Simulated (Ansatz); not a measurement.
**GeCl₄: geometry at several levels**

The task here is to estimate one member of a computed series from the others.

Computed with Ansatz 0.2.0 (the levels named in each step, unless a step's input says otherwise).

## The structure to begin with

Bond lengths: Cl1–Ge2 2.127 Å, Ge2–Cl3 2.128 Å, Ge2–Cl4 2.127 Å, Ge2–Cl5 2.128 Å. Angles: Cl1–Ge2–Cl3 109.3°, Cl1–Ge2–Cl4 109.5°, Cl1–Ge2–Cl5 109.6°, Cl3–Ge2–Cl4 109.6°, Cl3–Ge2–Cl5 109.4°, Cl4–Ge2–Cl5 109.3°.

Structure file:

```xyz
5

Cl   -0.9511   -1.5179   -1.1478
Ge   -0.0002    0.0004   -0.0003
Cl    2.0774   -0.4314    0.1550
Cl   -0.2701    1.8830   -0.9525
Cl   -0.8571    0.0677    1.9460
```

The first run:

File input.yaml:

```yaml
crystal:
  periodic: [false, false, false]
  atoms:
    - { symbol: Cl, position_ang: [-0.96223205, -1.5306247, -1.15564817] }
    - { symbol: Ge, position_ang: [-0.00027058, 0.00046098, 8.804e-05] }
    - { symbol: Cl, position_ang: [2.09604958, -0.43152662, 0.15621842] }
    - { symbol: Cl, position_ang: [-0.26906465, 1.8991573, -0.96314554] }
    - { symbol: Cl, position_ang: [-0.86554231, 0.06434303, 1.96294724] }
basis:
  gaussian: { orbitals: STO-3G }
hamiltonian:
  xc: hf
relax:
  f_tol: 0.002
  max_steps: 150
```

Run with:

```sh
$ ansatz run input.yaml --threads 4 --pin off --max-ram 10240MiB --backend cpu --events-out ev --progress --plain --runs-dir out
```

Among the steps run: Relaxation, HF/STO-3G; Relaxation, HF/def2-SVP; Relaxation, LDA/def2-SVP; Relaxation, PBE-D4/def2-SVP.

One table of the session follows, with a row left open; its other results are not shown here.

It belongs to the step «Geometries side by side». 

```
          level  Cl1–Ge2 (Å)  Ge2–Cl3 (Å)  Ge2–Cl4 (Å)
      HF/STO-3G       2.1286       2.1286       2.1286
    HF/def2-SVP       2.1236       2.1236       2.1236
   LDA/def2-SVP            ?            ?            ?
PBE-D4/def2-SVP       2.1470       2.1470       2.1470
```

**Question.** Estimate the row for LDA/def2-SVP.

The run gave: Cl1–Ge2 (Å): 2.1173; Ge2–Cl3 (Å): 2.1173; Ge2–Cl4 (Å): 2.1173. In the column «Cl1–Ge2 (Å)» it is the lowest.
